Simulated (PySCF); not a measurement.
# C2HBF (SMILES C#C[B]F) at 4 levels

We compute a comparison of 4 runs (TD-BP86/cc-pV(D+d)Z, TD-BP86/cc-pVDZ, TD-BP86/cc-pV(T+d)Z, TD-BP86/cc-pVTZ) of C2HBF. The job is set up through a Python script.

Program for the calculation: PySCF 2.14.0.

## (1) Starting point

C2HBF: 5 atoms, total charge 0, spin state doublet. SMILES: `C#C[B]F`. The shape is that of a GFN2-xTB optimisation.

Bond lengths: C1–C2 1.222 Å, C2–B3 1.456 Å, B3–F4 1.309 Å, C1–H5 1.051 Å. Angles: C1–C2–B3 166.7°, C2–B3–F4 133.2°, C2–C1–H5 175.3°.

## (2) The excited states at TD-BP86/cc-pV(D+d)Z (run 1)

input.xyz reads:

```xyz
5
C2HBF
C      0.474210     1.182570    -0.300500
C      0.054740     0.071670    -0.013790
B     -0.121090    -1.312180     0.405000
F     -1.161060    -2.103920     0.468170
H      0.753200     2.161860    -0.558870
```

job.py reads:

```python
from pyscf import gto, dft, tdscf

mol = gto.M(
    atom='input.xyz',
    verbose=3,
    basis='cc-pv(d+d)z',
    max_memory=1860,
    spin=1,
    charge=0,
)

myscf = dft.UKS(mol, xc='bp86')
myscf.grids.level = 4
myscf.conv_tol = 1e-10
myscf.kernel()
if not myscf.converged:
    myscf = myscf.newton().run(myscf.mo_coeff, myscf.mo_occ)

etot = myscf.e_tot
print('Final energy', etot)

td = myscf.TDDFT()
td.nstates = 3
td.kernel()
td.analyze()
roots = td.e * 27.211386
osc = td.oscillator_strength()
print('state   eV      nm      f')
for i, (w, f) in enumerate(zip(roots, osc), 1):
    print('%3d %9.4f %8.1f %9.5f' % (i, w, 1239.842 / w, f))
```

Started as:

```sh
OMP_NUM_THREADS=1 python job.py
```

Standard output:

```text
converged SCF energy = -201.416285104939  <S^2> = 0.75461789  2S+1 = 2.0046126
Final energy -201.41628510493922
Excitation energies (eV)
[1.38480471 3.9103215  4.11919732]

** Excitation energies and oscillator strengths **
state   eV      nm      f
  1    1.3848    895.3   0.00294
  2    3.9103    317.1   0.01440
  3    4.1192    301.0   0.02220
```

It took 84 s on 1 thread of Arm Neoverse V2, shared host; peak memory 0.45 GiB.

The roots found:

```
excited state  energy (eV)  strength
            1        1.385    0.0029
            2        3.910    0.0144
            3        4.119    0.0222
```

## (3) The excited states at TD-BP86/cc-pVDZ (run 2)

calc.py reads:

```python
from pyscf import gto, dft, tdscf

mol = gto.M(
    atom=[
    ('C', (0.474210, 1.182570, -0.300500)),
    ('C', (0.054740, 0.071670, -0.013790)),
    ('B', (-0.121090, -1.312180, 0.405000)),
    ('F', (-1.161060, -2.103920, 0.468170)),
    ('H', (0.753200, 2.161860, -0.558870)),
],
    charge=0,
    verbose=4,
    spin=1,
    basis='cc-pvdz',
    max_memory=1860,
)

calc0 = dft.UKS(mol, xc='bp86')
calc0.grids.level = 4
calc0.conv_tol = 1e-10
calc0.kernel()
if not calc0.converged:
    calc0 = calc0.newton().run(calc0.mo_coeff, calc0.mo_occ)

etot = calc0.e_tot
print('E = %.10f Eh' % etot)

td = calc0.TDDFT()
td.nstates = 3
td.kernel()
td.analyze()
roots = td.e * 27.211386
osc = td.oscillator_strength()
print('state   eV      nm      f')
for i, (w, f) in enumerate(zip(roots, osc), 1):
    print('%3d %9.4f %8.1f %9.5f' % (i, w, 1239.842 / w, f))
```

Started as:

```sh
OMP_NUM_THREADS=1 python calc.py
```

Standard output:

```text
PySCF version 2.14.0

[... 55 lines left out ...]
WARN: HOMO -0.171387826596899 >= LUMO -0.171387826596901
[... 54 lines left out ...]
converged SCF energy = -201.416285104941  <S^2> = 0.75461789  2S+1 = 2.0046126
[... 26 lines left out ...]
** Transition electric dipole moments (AU) **
state          X           Y           Z        Dip. S.      Osc.
  1         0.0524     -0.0896     -0.2753      0.0866      0.0029
  2         0.0200     -0.3671      0.1232      0.1503      0.0144
  3         0.0565     -0.4397      0.1532      0.2199      0.0222

** Transition velocity dipole moments (imaginary part, AU) **
state          X           Y           Z        Dip. S.      Osc.
  1         0.0023     -0.0040     -0.0125      0.0002      0.0023
  2         0.0008     -0.0517      0.0170      0.0030      0.0137
  3         0.0059     -0.0654      0.0223      0.0048      0.0212

** Transition magnetic dipole moments (imaginary part, AU) **
state          X           Y           Z
  1        -0.5044     -0.6792      0.1262
  2        -0.0232      0.0381      0.1188
  3        -0.0292      0.0488      0.1522
state   eV      nm      f
  1    1.3848    895.3   0.00294
  2    3.9103    317.1   0.01440
  3    4.1192    301.0   0.02220
```

Run time: 84 s. Hardware: 1 thread of Arm Neoverse V2, shared host; peak memory 0.44 GiB.

The roots found:

```
excited state  energy (eV)  strength
            1        1.385    0.0029
            2        3.910    0.0144
            3        4.119    0.0222
```

Run 3 isn't shown in full; the table further down has it.

## (4) The vertical excitations at TD-BP86/cc-pVTZ (run 4)

input.py reads:

```python
# C#C[B]F
from pyscf import gto, dft, tdscf

molecule = gto.M(
    atom=[
    ('C', (0.474210, 1.182570, -0.300500)),
    ('C', (0.054740, 0.071670, -0.013790)),
    ('B', (-0.121090, -1.312180, 0.405000)),
    ('F', (-1.161060, -2.103920, 0.468170)),
    ('H', (0.753200, 2.161860, -0.558870)),
],
    basis='cc-pvtz',
    max_memory=1860,
    spin=1,
    verbose=3,
    charge=0,
)

mf = dft.UKS(molecule)
mf.xc = 'bp86'
mf.grids.level = 4
mf.conv_tol = 1e-10
mf.kernel()
if not mf.converged:
    mf = mf.newton().run(mf.mo_coeff, mf.mo_occ)

etot = mf.e_tot
print('E(%s) = %.9f' % ('BP86', etot))

td = tdscf.TDDFT(mf)
td.nstates = 3
td.kernel()
td.analyze()
roots = td.e * 27.211386
osc = td.oscillator_strength()
print('state   eV      nm      f')
for i, (w, f) in enumerate(zip(roots, osc), 1):
    print('%3d %9.4f %8.1f %9.5f' % (i, w, 1239.842 / w, f))
```

Started as:

```sh
OMP_NUM_THREADS=1 python input.py
```

Standard output:

```text
converged SCF energy = -201.485536798153  <S^2> = 0.7547841  2S+1 = 2.0047784
E(BP86) = -201.485536798
Excitation energies (eV)
[1.37466346 3.83684325 4.03916325]

** Excitation energies and oscillator strengths **
state   eV      nm      f
  1    1.3747    901.9   0.00299
  2    3.8368    323.1   0.03651
  3    4.0392    307.0   0.01229
```

Run time: 5.7 min. Hardware: 1 thread of Arm Neoverse V2, shared host; peak memory 0.96 GiB.

The roots found:

```
excited state  energy (eV)  strength
            1        1.375    0.0030
            2        3.837    0.0365
            3        4.039    0.0123
```

## (5) All runs side by side

```
run                level  energy (Eh)  dipole moment (D) of the reference  HOMO energy (eV)  LUMO energy (eV)  wall time
  1  TD-BP86/cc-pV(D+d)Z  -201.416285                                1.44             -4.48             -3.04       84 s
  2      TD-BP86/cc-pVDZ  -201.416285                                1.44             -4.48             -3.04       84 s
  3  TD-BP86/cc-pV(T+d)Z  -201.485537                                1.54             -4.65             -3.21    5.5 min
  4      TD-BP86/cc-pVTZ  -201.485537                                1.54             -4.65             -3.21    5.7 min
```

## (6) Results

```
                                                           quantity          value
                           run 4: ground-state or mean-field energy  -201.48554 Eh
                      run 4: dipole moment (BP86 Kohn–Sham density)         1.54 D
run 4: HOMO energy (BP86 Kohn–Sham orbitals) (highest over α and β)       -4.65 eV
 run 4: LUMO energy (BP86 Kohn–Sham orbitals) (lowest over α and β)       -3.21 eV
                           run 4: ⟨S²⟩ of the reference determinant          0.755
                                    run 4: lowest excitation energy        1.37 eV
```

**Reading.** Over the runs the total energy spans 1.884 eV. All runs together took 14 min, the longest 5.7 min.
